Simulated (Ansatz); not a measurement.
# C (Diamond): the cost of one run

Computed with the Python package of Ansatz 0.2.0. The levels of theory stand in the script.

## 1. The structure

The structure is cubic, space group Fd-3m (No. 227). The conventional cell has a = 3.567 Å, b = 3.567 Å, c = 3.567 Å, α = 90.00°, β = 90.00°, γ = 90.00°. Around C (site symmetry -43m) lie 4 C at 1.54 Å.

The script reads c.extxyz:

```xyz
2
Lattice="0.0 1.78337 1.78337 1.78337 0.0 1.78337 1.78337 1.78337 0.0" Properties=species:S:1:pos:R:3 pbc="T T T"
C     0.00000000    0.00000000    0.00000000
C     0.89168500    0.89168500    0.89168500
```

## 2. Script

Input file ddh.py:

```python
'''A hybrid whose exact exchange is one over the dielectric constant of C.'''

import ansatz as az
import numpy as np


def count_gap(report):
    # lowest empty less highest filled band, counting bands; zero where they overlap
    return max(report.get('gap_by_band_count_ev') or 0.0, 0.0)

material = az.Crystal.from_extxyz('c.extxyz')

job = material.calculation().basis(450).kpoints(6, 6, 6).occupations('fixed').band_table()
semilocal = job.functional('pbe').run().report
hybrid = job.functional(exchange='pbe', correlation='pbe', exact_fraction='inverse_dielectric').run().report
alpha = hybrid['hybrid']['exact_exchange_fraction']
print(f'fraction of exact exchange {alpha:.4f}, so eps_inf = {1 / alpha:.2f}')
print(f'gap by band count: {count_gap(semilocal):.3f} eV semilocal, {count_gap(hybrid):.3f} eV hybrid')
```

## 3. Running it

Started as:

```sh
> python ddh.py
```

Q: Estimate wall time and peak memory on 1 thread of Intel Xeon Platinum 8259CL at 2.50GHz (Skylake/Cascade Lake), shared host.

About 13 s, with a peak of 0.55 GiB.
